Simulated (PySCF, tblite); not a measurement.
# trifluoroacetic acid (C2HF3O2): dynamics, then NMR shifts and electronic excitations on frames, part 2 of 2

tblite 0.8.0 and PySCF 2.14.0. Atoms count from 0. The steps go on from the part before.

**9. Shielding tensors: 800 fs, PBE0/pcSseg-1**

The job: settings as JSON, then the geometry in Å.

```
{"job": {"kind": "nmr", "xc": "PBE0", "basis": "pcSseg-1", "pop": false}, "charge": 0, "multiplicity": 1}
O      0.003900     1.226200    -0.750800
C      0.025900     0.060800    -0.754200
O      0.468400    -0.690600    -1.724100
C     -0.514400    -0.887800     0.391800
F     -1.622600    -0.352800     0.875600
F     -0.675100    -2.131900     0.102600
F      0.361800    -0.915500     1.439100
H      0.920100    -0.183700    -2.465500
```

Level: GIAO PBE0/pcSseg-1 NMR shielding, non-relativistic, gas phase.

The program printed:

```text
coarse grid: 8224 points
cycle   1  E = -525.8808408823  dE =  1.525e+00  |g| = 1.244e+00  |ddm| = 2.571e+00
cycle   2  E = -525.3006948060  dE =  5.801e-01  |g| = 2.246e+00  |ddm| = 1.891e+00
cycle   3  E = -526.1314536445  dE = -8.308e-01  |g| = 3.159e-01  |ddm| = 1.371e+00
cycle   4  E = -526.1465202926  dE = -1.507e-02  |g| = 1.300e-01  |ddm| = 2.456e-01
cycle   5  E = -526.1493503831  dE = -2.830e-03  |g| = 1.713e-02  |ddm| = 7.495e-02
cycle   6  E = -526.1494052422  dE = -5.486e-05  |g| = 5.249e-03  |ddm| = 1.372e-02
cycle   7  E = -526.1494098837  dE = -4.642e-06  |g| = 1.502e-03  |ddm| = 3.279e-03
final grid: 85016 points
cycle   8  E = -526.2293009933  dE = -2.206e-05  |g| = 1.185e-02  |ddm| = 1.619e-02
cycle   9  E = -526.2292559759  dE =  4.502e-05  |g| = 2.012e-02  |ddm| = 1.643e-02
cycle  10  E = -526.2293231413  dE = -6.717e-05  |g| = 2.308e-03  |ddm| = 1.111e-02
cycle  11  E = -526.2293240550  dE = -9.137e-07  |g| = 2.815e-04  |ddm| = 1.342e-03
cycle  12  E = -526.2293240677  dE = -1.268e-08  |g| = 7.439e-05  |ddm| = 1.806e-04
cycle  13  E = -526.2293240686  dE = -9.934e-10  |g| = 2.157e-05  |ddm| = 5.974e-05
converged SCF energy = -526.2293240686

GIAO shielding tensors (ppm)
atom      isotropic    diamagn.    paramagn.     s11        s22        s33       span
  0 O      -58.573     401.177    -459.750   -236.147   -224.351    284.780    520.927
  1 C       32.079     249.944    -217.865    -72.505     74.415     94.325    166.830
  2 O      133.488     390.678    -257.190     -1.255    168.707    233.010    234.265
  3 C       64.003     238.844    -174.841     49.339     65.449     77.220     27.881
  4 F      261.917     471.681    -209.765    186.760    261.035    337.956    151.195
  5 F      273.481     468.426    -194.944    214.253    274.097    332.094    117.841
  6 F      238.202     473.582    -235.380    142.598    212.966    359.041    216.443
  7 H       24.326      27.659      -3.333     19.191     20.934     32.854     13.662
```

Run time: 11 s. Hardware: 1 thread of Arm Neoverse N1, shared host; peak memory 0.58 GiB.

This run: δ C1 154.8, C3 122.9, O0 394.7, O2 202.6, H7 7.39 ppm.

**10. Excited states and response: 800 fs, PBE0/def2-SVPD**

The job, as its differences from that of step 9:

```diff
@@ -1,2 +1,2 @@
-{"job": {"kind": "nmr", "xc": "PBE0", "basis": "pcSseg-1", "pop": false}, "charge": 0, "multiplicity": 1}
+{"job": {"kind": "uv", "xc": "PBE0", "basis": "def2-SVPD", "nstates": 5, "ntriplets": 0}, "charge": 0, "multiplicity": 1}
 O      0.003900     1.226200    -0.750800
```

With the program's defaults for keys left out, this is: TDDFT PBE0/def2-SVPD, vertical, gas phase, core orbitals frozen in the response.

The program printed:

```text
coarse grid: 8224 points
cycle   1  E = -525.5745563160  dE =  1.479e+00  |g| = 1.176e+00  |ddm| = 3.502e+00
cycle   2  E = -525.0179081707  dE =  5.566e-01  |g| = 2.147e+00  |ddm| = 2.682e+00
cycle   3  E = -525.8109207778  dE = -7.930e-01  |g| = 3.027e-01  |ddm| = 1.884e+00
cycle   4  E = -525.8257024950  dE = -1.478e-02  |g| = 1.193e-01  |ddm| = 3.584e-01
cycle   5  E = -525.8282506091  dE = -2.548e-03  |g| = 1.644e-02  |ddm| = 1.109e-01
cycle   6  E = -525.8283014902  dE = -5.088e-05  |g| = 5.302e-03  |ddm| = 2.560e-02
cycle   7  E = -525.8283063844  dE = -4.894e-06  |g| = 1.427e-03  |ddm| = 5.541e-03
final grid: 85016 points
cycle   8  E = -525.9086403152  dE = -1.595e-05  |g| = 1.137e-02  |ddm| = 6.554e-02
cycle   9  E = -525.9085956302  dE =  4.468e-05  |g| = 1.948e-02  |ddm| = 2.438e-02
cycle  10  E = -525.9086620997  dE = -6.647e-05  |g| = 2.184e-03  |ddm| = 1.576e-02
cycle  11  E = -525.9086629779  dE = -8.781e-07  |g| = 2.270e-04  |ddm| = 1.985e-03
cycle  12  E = -525.9086629866  dE = -8.725e-09  |g| = 6.397e-05  |ddm| = 2.903e-04
cycle  13  E = -525.9086629874  dE = -8.453e-10  |g| = 1.844e-05  |ddm| = 8.128e-05
converged SCF energy = -525.9086629874

Static polarisability (au): isotropic 35.500, principal 28.665 38.175 39.660

Singlet excitations
state   eV       nm        f      main configurations
  1   5.9454    208.5   0.00085   H->L 0.98
  2   7.8526    157.9   0.03593   H->L+1 0.89, H-1->L 0.10
  3   8.6611    143.2   0.10130   H-1->L 0.54, H-2->L 0.21, H-1->L+1 0.14
  4   8.7952    141.0   0.00444   H-1->L+1 0.75, H-2->L 0.21
  5   8.8996    139.3   0.07993   H-2->L 0.55, H-1->L 0.27, H-1->L+1 0.10
```

Wall time 22 s (1 thread of Arm Neoverse N1, shared host); peak memory 0.7 GiB.

This run: HOMO -9.39 eV, LUMO -1.11 eV; lowest singlet 5.95 eV.

**11. NMR shieldings: 1000 fs, PBE0/pcSseg-1**

The job: settings as JSON, then the geometry in Å.

```
{"job": {"kind": "nmr", "xc": "PBE0", "basis": "pcSseg-1", "pop": false}, "charge": 0, "multiplicity": 1}
O     -0.157700     1.185300    -0.328200
C     -0.666200     0.167400    -0.585800
O     -1.050500    -0.256800    -1.790800
C     -0.742400    -0.954000     0.566000
F     -1.733500    -0.542100     1.432600
F     -1.003800    -2.253900     0.226800
F      0.443700    -0.841600     1.249500
H     -0.727800     0.356600    -2.465700
```

Method: GIAO PBE0/pcSseg-1 NMR shielding, non-relativistic, gas phase.

The program printed:

```text
coarse grid: 8224 points
cycle   1  E = -525.8503546929  dE =  1.283e+00  |g| = 1.279e+00  |ddm| = 2.544e+00
cycle   2  E = -525.1340231664  dE =  7.163e-01  |g| = 2.443e+00  |ddm| = 1.978e+00
cycle   3  E = -526.1264188371  dE = -9.924e-01  |g| = 2.956e-01  |ddm| = 1.432e+00
cycle   4  E = -526.1377723048  dE = -1.135e-02  |g| = 1.608e-01  |ddm| = 2.497e-01
cycle   5  E = -526.1421908431  dE = -4.419e-03  |g| = 1.655e-02  |ddm| = 9.026e-02
cycle   6  E = -526.1422431407  dE = -5.230e-05  |g| = 5.158e-03  |ddm| = 1.407e-02
cycle   7  E = -526.1422475902  dE = -4.449e-06  |g| = 1.469e-03  |ddm| = 3.716e-03
final grid: 85016 points
cycle   8  E = -526.2250606174  dE = -2.944e-05  |g| = 1.161e-02  |ddm| = 1.570e-02
cycle   9  E = -526.2250129805  dE =  4.764e-05  |g| = 2.045e-02  |ddm| = 1.579e-02
cycle  10  E = -526.2250824124  dE = -6.943e-05  |g| = 2.056e-03  |ddm| = 1.064e-02
cycle  11  E = -526.2250831240  dE = -7.116e-07  |g| = 4.092e-04  |ddm| = 1.288e-03
cycle  12  E = -526.2250831520  dE = -2.802e-08  |g| = 5.745e-05  |ddm| = 2.349e-04
cycle  13  E = -526.2250831526  dE = -5.894e-10  |g| = 2.333e-05  |ddm| = 5.687e-05
converged SCF energy = -526.2250831526

GIAO shielding tensors (ppm)
atom      isotropic    diamagn.    paramagn.     s11        s22        s33       span
  0 O      -83.546     402.126    -485.671   -274.842   -247.862    272.067    546.910
  1 C       27.342     252.710    -225.367    -79.144     66.964     94.206    173.349
  2 O      141.838     390.506    -248.669     -6.033    177.094    254.453    260.486
  3 C       49.724     240.765    -191.041     34.540     48.211     66.422     31.883
  4 F      228.927     471.340    -242.413    131.427    214.353    341.002    209.576
  5 F      243.895     469.636    -225.741    154.645    225.152    351.887    197.242
  6 F      225.076     474.258    -249.182    137.066    202.597    335.564    198.497
  7 H       25.409      30.039      -4.630     20.061     21.868     34.298     14.237
```

It took 11 s on 1 thread of Arm Neoverse N1, shared host; peak memory 0.58 GiB.

Key values: δ C1 159.6, C3 137.2, O0 419.6, O2 194.2, H7 6.31 ppm.

**12. Excited states and response: 1000 fs, PBE0/def2-SVPD**

The job, as its differences from that of step 11:

```diff
@@ -1,2 +1,2 @@
-{"job": {"kind": "nmr", "xc": "PBE0", "basis": "pcSseg-1", "pop": false}, "charge": 0, "multiplicity": 1}
+{"job": {"kind": "uv", "xc": "PBE0", "basis": "def2-SVPD", "nstates": 5, "ntriplets": 0}, "charge": 0, "multiplicity": 1}
 O     -0.157700     1.185300    -0.328200
```

Level: TDDFT PBE0/def2-SVPD, vertical, gas phase, core orbitals frozen in the response.

The program printed:

```text
coarse grid: 8224 points
cycle   1  E = -525.5452011341  dE =  1.236e+00  |g| = 1.210e+00  |ddm| = 3.413e+00
cycle   2  E = -524.8633169927  dE =  6.819e-01  |g| = 2.330e+00  |ddm| = 2.801e+00
cycle   3  E = -525.8052527872  dE = -9.419e-01  |g| = 2.848e-01  |ddm| = 1.948e+00
cycle   4  E = -525.8168588739  dE = -1.161e-02  |g| = 1.460e-01  |ddm| = 3.707e-01
cycle   5  E = -525.8207408286  dE = -3.882e-03  |g| = 1.452e-02  |ddm| = 1.236e-01
cycle   6  E = -525.8207834417  dE = -4.261e-05  |g| = 4.014e-03  |ddm| = 2.143e-02
cycle   7  E = -525.8207866135  dE = -3.172e-06  |g| = 1.064e-03  |ddm| = 4.532e-03
final grid: 85016 points
cycle   8  E = -525.9042006901  dE = -1.943e-05  |g| = 1.143e-02  |ddm| = 5.583e-02
cycle   9  E = -525.9041540801  dE =  4.661e-05  |g| = 1.989e-02  |ddm| = 2.323e-02
cycle  10  E = -525.9042228382  dE = -6.876e-05  |g| = 2.040e-03  |ddm| = 1.500e-02
cycle  11  E = -525.9042235920  dE = -7.538e-07  |g| = 3.381e-04  |ddm| = 1.924e-03
cycle  12  E = -525.9042236124  dE = -2.042e-08  |g| = 4.925e-05  |ddm| = 3.471e-04
cycle  13  E = -525.9042236128  dE = -4.097e-10  |g| = 2.403e-05  |ddm| = 6.791e-05
converged SCF energy = -525.9042236128

Static polarisability (au): isotropic 36.361, principal 29.731 39.396 39.956

Singlet excitations
state   eV       nm        f      main configurations
  1   5.8349    212.5   0.00234   H->L 0.98
  2   8.0235    154.5   0.03363   H->L+1 0.63, H-1->L 0.34
  3   8.4931    146.0   0.08428   H-1->L 0.37, H->L+1 0.28, H-2->L 0.28
  4   8.8042    140.8   0.04862   H-2->L 0.65, H-1->L 0.17
  5   9.1295    135.8   0.03599   H-1->L+1 0.88
```

Run time: 21 s. Hardware: 1 thread of Arm Neoverse N1, shared host; peak memory 0.7 GiB.

Key values: HOMO -9.51 eV, LUMO -1.38 eV; lowest singlet 5.83 eV.

**13. Comparing the runs: NMR shifts**

Shifts (ppm) of some atoms, chosen among heavy atoms and hydrogens apart, with basis size and wall time:

| frame | H7 | O0 | O2 | F5 | F6 | F4 | functions | time |
| --- | --- | --- | --- | --- | --- | --- | --- | --- |
| 250 fs | 6.53 | 413.7 | 209.5 | -68.3 | -87.3 | -95.7 | 124 | 11 s |
| 425 fs | 8.79 | 400.6 | 204.2 | -83.6 | -66.0 | -98.6 | 124 | 11 s |
| 625 fs | 6.55 | 471.8 | 210.9 | -90.9 | -83.3 | -93.2 | 124 | 11 s |
| 800 fs | 7.39 | 394.7 | 202.6 | -102.5 | -67.3 | -91.0 | 124 | 11 s |
| 1000 fs | 6.31 | 419.6 | 194.2 | -72.9 | -54.1 | -58.0 | 124 | 11 s |

**14. Comparing the runs: electronic excitations**

Excitations and ground-state properties, with basis size and wall time:

| frame | lowest singlet (eV) | brightest (eV) | f | gap (eV) | α (Å³) | μ (D) | functions | time |
| --- | --- | --- | --- | --- | --- | --- | --- | --- |
| 250 fs | 5.83 | 8.50 | 0.143 | 8.18 | 5.25 | 1.95 | 163 | 21 s |
| 425 fs | 5.83 | 8.75 | 0.160 | 8.17 | 5.42 | 2.94 | 163 | 22 s |
| 625 fs | 5.32 | 8.30 | 0.116 | 7.72 | 5.28 | 2.18 | 163 | 21 s |
| 800 fs | 5.95 | 8.66 | 0.101 | 8.27 | 5.26 | 2.85 | 163 | 22 s |
| 1000 fs | 5.83 | 8.49 | 0.084 | 8.13 | 5.39 | 2.72 | 163 | 21 s |

**15. Results**

This closing draws on all 2 parts.

| quantity | value |
| --- | --- |
| thermostat | 300 K |
| mean temperature, second half | 320 K |
| mean potential energy above the minimum | 0.23 eV |
| 13C shifts against TMS (PBE0/pcSseg-1, 250 fs) | 157.1, 126.2 ppm |
| 1H shifts against TMS (PBE0/pcSseg-1, 250 fs) | 6.53 ppm |
| 17O shifts against H2O (PBE0/pcSseg-1, 250 fs) | 413.7, 209.5 ppm |
| 19F shifts against CFCl3 (PBE0/pcSseg-1, 250 fs) | -68.3, -87.3, -95.7 ppm |
| lowest singlet (PBE0/def2-SVPD, 250 fs) | 5.83 eV (213 nm), f = 0.001 |
| brightest single state of those computed | state 3, 8.50 eV, f = 0.143 |
| range of the shift of O0 | 394.7 to 471.8 ppm |
| range of the lowest singlet | 5.32 to 5.95 eV |

In words: In the second half the potential energy averages 0.23 eV above the minimum; equipartition over 18 harmonic modes at 300 K would give 0.23 eV. With 8 atoms the temperature swings widely (133 to 595 K). Shifts at one fixed geometry are not the observed spectrum, which averages over the motion. In the first frame run (250 fs): Shielding is most anisotropic at O0 (span 563 ppm, paramagnetic term -477 ppm). The lowest singlet, at 5.83 eV, is HOMO→LUMO 0.99 and is dark; of the 5 states computed, the strongest absorption comes from state 3 at 8.50 eV. Across the 5 runs the shift of O0 moves most, between 394.7 (800 fs) and 471.8 ppm (625 fs). The lowest singlet runs from 5.32 eV (625 fs) to 5.95 eV (800 fs), while the orbital gap spans 7.72 to 8.27 eV. The lowest state need not be the same one in every run.
